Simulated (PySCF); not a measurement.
# PI−: from the state search to spectroscopic constants

The task here is to estimate one member of a computed series from the others.

Method: P def2-SVPD, I def2-SVPD with ECP28, scalar-relativistic core potentials; program: PySCF 2.14.0.

1 further run of the same task is left out (set aside as unsound or not needed).

Set-up of the first run:

Settings of the job:

- atoms: P, I
- charge: -1
- basis: P def2-SVPD, I def2-SVPD with ECP28
- Hamiltonian: scalar-relativistic core potentials
- basis functions: 59
- electrons treated: 41
- masses in u: 30.9738, 126.9045
- levels: PBE0, PBE, r²SCAN, M06-2X, B2PLYP, BP86
- grid: 80 radial by 434 angular points
- occupations: held fixed by the projection of orbital angular momentum
- dissociation limit: P + I−, each in its ground configuration
- starting distance in angstrom: 2.475
- values of 2S to try: 1, 3

Started as:

```console
$ OMP_NUM_THREADS=1 python dia.py task.json out
```

Steps of the session up to this table: Input; First curve: PBE0; Excited determinants; PBE (GGA); r²SCAN; M06-2X (hybrid meta-GGA); B2PLYP (double hybrid); BP86.

One of the session's tables, all rows but one given; the rest of the session is left out.

It belongs to the step «The curves together». Energy (eV) from each level's lowest point:

```
R (Å)    PBE   BP86  r²SCAN   PBE0  M06-2X
2.179  0.839  0.869   0.814  0.792   0.850
2.281  0.370  0.391   0.351  0.337   0.378
2.382  0.118  0.131   0.107  0.099   0.123
2.458  0.029  0.035   0.023  0.019   0.031
2.534  0.000  0.000   0.000  0.000   0.000
2.610  0.015  0.009   0.020  0.024   0.013
2.711  0.083  0.070   0.094  0.103   0.080
2.838  0.215  0.193   0.233  0.247   0.214
2.990      ?      ?       ?      ?       ?
3.193  0.673  0.633   0.709  0.730   0.695
```

Estimate the missing values for R (Å) = 2.990.

Worked estimate for «PBE». A straight line through the neighbours (2.838, 0.215) and (3.193, 0.673) gives 0.215 + (0.673 − 0.215) × (2.990 − 2.838) / (3.193 − 2.838) = 0.411; a parabola fitted to 3 rows on both sides gives 0.395.

As computed: PBE: 0.407; BP86: 0.376; r²SCAN: 0.432; PBE0: 0.451; M06-2X: 0.414. In «PBE» the line misses by +0.004 and the parabola by -0.012.

State 2 has its PBE0 minimum 0.02 eV higher. The other levels ran on the lowest alone.
